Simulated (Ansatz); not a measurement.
# TiZnC4N4: the cost of one run

Method: DFT PBE, scalar-relativistic, plane waves, PAW, in Ansatz 0.2.0.

## 1. The system as given

Symmetry: P-43m, No. 215, cubic system. The conventional cell has a = 5.909 Å, b = 5.909 Å, c = 5.909 Å, α = 90.00°, β = 90.00°, γ = 90.00°. Ti (site symmetry -43m) is surrounded by 4 N at 2.03 Å. Zn (site symmetry -43m) has 4 C at 1.92 Å in its first shell of neighbours. C (site symmetry 3m) is surrounded by 1 N at 1.17 Å and 1 Zn at 1.92 Å. N (site symmetry 3m) has 1 C at 1.17 Å and 1 Ti at 2.03 Å in its first shell of neighbours.

Structure file:

```
CELL_PARAMETERS angstrom
5.90860 0.00000 0.00000
0.00000 5.90860 0.00000
0.00000 0.00000 5.90860
ATOMIC_POSITIONS crystal
Ti 0.50000 0.50000 0.50000
Zn 0.00000 0.00000 0.00000
C 0.18732 0.18732 0.18732
C 0.18732 0.81268 0.81268
C 0.81268 0.18732 0.81268
C 0.81268 0.81268 0.18732
N 0.30164 0.30164 0.30164
N 0.30164 0.69836 0.69836
N 0.69836 0.30164 0.69836
N 0.69836 0.69836 0.30164
```

Recipe of the guess: two interpenetrating cyanide-bridged diamond nets (P-43m, No. 215). Lengths come from tabulated atomic sizes and are only a guess.

## 2. A first look at the guess

File input.yaml:

```yaml
crystal:
  lattice:
    - [5.90860265, 0.0, 0.0]
    - [0.0, 5.90860265, 0.0]
    - [0.0, 0.0, 5.90860265]
  atoms:
    - { symbol: Ti, position: [0.5, 0.5, 0.5], spin: 1.0 }
    - { symbol: Zn, position: [0.0, 0.0, 0.0] }
    - { symbol: C, position: [0.18731679, 0.18731679, 0.18731679] }
    - { symbol: C, position: [0.18731679, 0.81268321, 0.81268321] }
    - { symbol: C, position: [0.81268321, 0.18731679, 0.81268321] }
    - { symbol: C, position: [0.81268321, 0.81268321, 0.18731679] }
    - { symbol: "N", position: [0.30164159, 0.30164159, 0.30164159] }
    - { symbol: "N", position: [0.30164159, 0.69835841, 0.69835841] }
    - { symbol: "N", position: [0.69835841, 0.30164159, 0.69835841] }
    - { symbol: "N", position: [0.69835841, 0.69835841, 0.30164159] }
basis:
  ecutwfc: 420
kpoints:
  mp_grid: { grid: [4, 4, 4] }
hamiltonian:
  xc: pbe
scf:
  occupations: { method: gaussian, width: 0.1 }
  lower_state_search: "off"
output:
  forces: true
  stress: true
  eigenvalues: true
  populations: true
magnetization:
  spin_polarized: true
```

Command:

```bash
$ ansatz run input.yaml --threads 1 --pin off --max-ram 2560MiB --backend cpu --events-out ev --progress --plain --runs-dir out
```

What time and memory should one allow on 1 thread of Intel Xeon Platinum 8488C (Sapphire Rapids), shared host?

About 19 s, with a peak of 0.52 GiB.
